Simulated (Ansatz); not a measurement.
# C4H9FOSi: the cost of one run

All numbers below are computed with Ansatz 0.2.0 (RHF/6-31G).

## Step 1: The system as given

Bond lengths (14 of 16 bonds, heavy atoms first): C1–Si2 1.831 Å, Si2–C3 1.798 Å, C3–F4 1.439 Å, Si2–C5 1.851 Å, C5–O6 1.451 Å, Si2–C7 1.825 Å, O6–C7 1.463 Å, C1–H8 1.057 Å, C1–H9 1.046 Å, C1–H10 1.154 Å, C3–H11 1.063 Å, C3–H12 1.131 Å, C5–H13 1.127 Å, C5–H14 1.056 Å. Angles (14 of 31 angles, heavy atoms first): C1–Si2–C3 118.5°, C1–Si2–C5 116.7°, C1–Si2–C7 114.7°, C3–Si2–C5 112.3°, C3–Si2–C7 112.9°, C5–Si2–C7 73.8°, Si2–C3–F4 108.2°, Si2–C5–O6 89.2°, C5–O6–C7 98.5°, Si2–C7–O6 89.8°, Si2–C1–H8 115.3°, Si2–C1–H9 114.0°, Si2–C1–H10 108.6°, Si2–C3–H11 114.8°.

As a file:

```xyz
16

C     1.5975    0.9596    0.5075
Si    0.1723   -0.0789    0.0163
C     0.4568   -1.8234   -0.3148
F     1.5892   -1.9339   -1.1953
C    -1.0341    0.6726   -1.1688
O    -2.1147    0.2883   -0.2805
C    -1.3555    0.2235    0.9683
H     2.0672    0.6831    1.4131
H     2.3302    1.0548   -0.2326
H     1.2237    2.0368    0.6878
H    -0.3819   -2.3452   -0.7081
H     0.8051   -2.3603    0.6176
H    -1.0554    1.7934   -1.2846
H    -1.1426    0.2229   -2.1176
H    -1.4619    1.1485    1.5178
H    -1.7189   -0.5644    1.6181
```

## Step 2: Relaxing end A

Contents of input.yaml:

```yaml
crystal:
  periodic: [false, false, false]
  atoms:
    - { symbol: C, position_ang: [1.5975, 0.9596, 0.5075] }
    - { symbol: Si, position_ang: [0.1723, -0.0789, 0.0163] }
    - { symbol: C, position_ang: [0.4568, -1.8234, -0.3148] }
    - { symbol: F, position_ang: [1.5892, -1.9339, -1.1953] }
    - { symbol: C, position_ang: [-1.0341, 0.6726, -1.1688] }
    - { symbol: O, position_ang: [-2.1147, 0.2883, -0.2805] }
    - { symbol: C, position_ang: [-1.3555, 0.2235, 0.9683] }
    - { symbol: H, position_ang: [2.0672, 0.6831, 1.4131] }
    - { symbol: H, position_ang: [2.3302, 1.0548, -0.2326] }
    - { symbol: H, position_ang: [1.2237, 2.0368, 0.6878] }
    - { symbol: H, position_ang: [-0.3819, -2.3452, -0.7081] }
    - { symbol: H, position_ang: [0.8051, -2.3603, 0.6176] }
    - { symbol: H, position_ang: [-1.0554, 1.7934, -1.2846] }
    - { symbol: H, position_ang: [-1.1426, 0.2229, -2.1176] }
    - { symbol: H, position_ang: [-1.4619, 1.1485, 1.5178] }
    - { symbol: H, position_ang: [-1.7189, -0.5644, 1.6181] }
basis:
  gaussian: { orbitals: "6-31G" }
hamiltonian:
  xc: hf
relax:
  f_tol: 0.02
  max_steps: 50
```

Started as:

```sh
> ansatz run input.yaml --threads 1 --pin off --max-ram 2048MiB --backend cpu --events-out ev --progress --plain --runs-dir out
```

**Question.** How long does this run take on 1 thread of Arm Neoverse V2, shared host, and how much memory does it need?

About 28 s, with a peak of 0.2 GiB.
